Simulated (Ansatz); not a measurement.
# TlAgS2: the cost of one run

Computed with Ansatz 0.2.0 (DFT PBE, scalar-relativistic, plane waves, PAW, unless a step names another level, unless a step's input says otherwise).

1 further run of the same task is left out (set aside as unsound or not needed).

## 1. The structure to begin with

Symmetry: P-4m2, No. 115, tetragonal system. Conventional cell: a = 4.203 Å, b = 4.203 Å, c = 5.993 Å, α = 90.00°, β = 90.00°, γ = 90.00°. Around Tl (site symmetry -4m2) lie 4 S at 2.61 Å. Around Ag (site symmetry -4m2) lie 4 S at 2.55 Å. S (site symmetry 2mm) has 2 Ag at 2.55 Å and 2 Tl at 2.61 Å as nearest neighbours.

Coordinates:

```xyz
4
Lattice="4.2027 0.0000 0.0000 0.0000 4.2027 0.0000 0.0000 0.0000 5.9928" Properties=species:S:1:pos:R:3 pbc="T T T"
Tl    2.1014    2.1014    2.9964
Ag    0.0000    0.0000    0.0000
S     2.1014    0.0000    1.4438
S     0.0000    2.1014    4.5491
```

The cell was relaxed beforehand at this level, from a generated guess; it is a trial structure. At a tolerance of 0.05 Å it has space group P-4m2 (No. 115); it has 26.46 Å³/atom, an uncorrected energy of -0.15 eV/atom over the elements.

## 2. Electronic structure at the relaxed geometry

input.yaml reads:

```yaml
crystal:
  lattice:
    - [4.2027026, 0.0, 0.0]
    - [0.0, 4.2027026, 0.0]
    - [0.0, 0.0, 5.9928355]
  atoms:
    - { symbol: Tl, position: [0.5, 0.5, 0.5] }
    - { symbol: Ag, position: [0.0, 0.0, 0.0] }
    - { symbol: S, position: [0.5, 0.0, 0.240917] }
    - { symbol: S, position: [0.0, 0.5, 0.759083] }
basis:
  ecutwfc: 420
kpoints:
  mp_grid: { grid: [12, 12, 8] }
  band_path:
    path:
      - [[0.0, 0.0, 0.0], [0.0, 0.5, 0.0], [0.5, 0.5, 0.0], [0.0, 0.0, 0.0], [0.0, 0.0, 0.5], [0.0, 0.5, 0.5], [0.5, 0.5, 0.5], [0.0, 0.0, 0.5]]
      - [[0.0, 0.5, 0.0], [0.0, 0.5, 0.5]]
      - [[0.5, 0.5, 0.0], [0.5, 0.5, 0.5]]
    npoints: 14
hamiltonian:
  xc: pbe
scf:
  occupations: { method: gaussian, width: 0.1 }
  n_extra_bands: 10
output:
  forces: true
  stress: true
  eigenvalues: true
  populations: true
  dos: { projected: true, de: 0.02, nscf_kmesh: { grid: [15, 15, 10] } }
  bader: true
  write_density: true
  write_potential: true
  elf: true
  volumetric_format: npy
```

The run is started by

```
$ ansatz run input.yaml --threads 1 --pin off --max-ram 3072MiB --backend cpu --events-out ev --progress --plain --runs-dir out
```

What time and memory should one allow on 1 thread of Intel Xeon 6975P-C (Granite Rapids), shared host?

About 78 s, with a peak of 0.77 GiB.
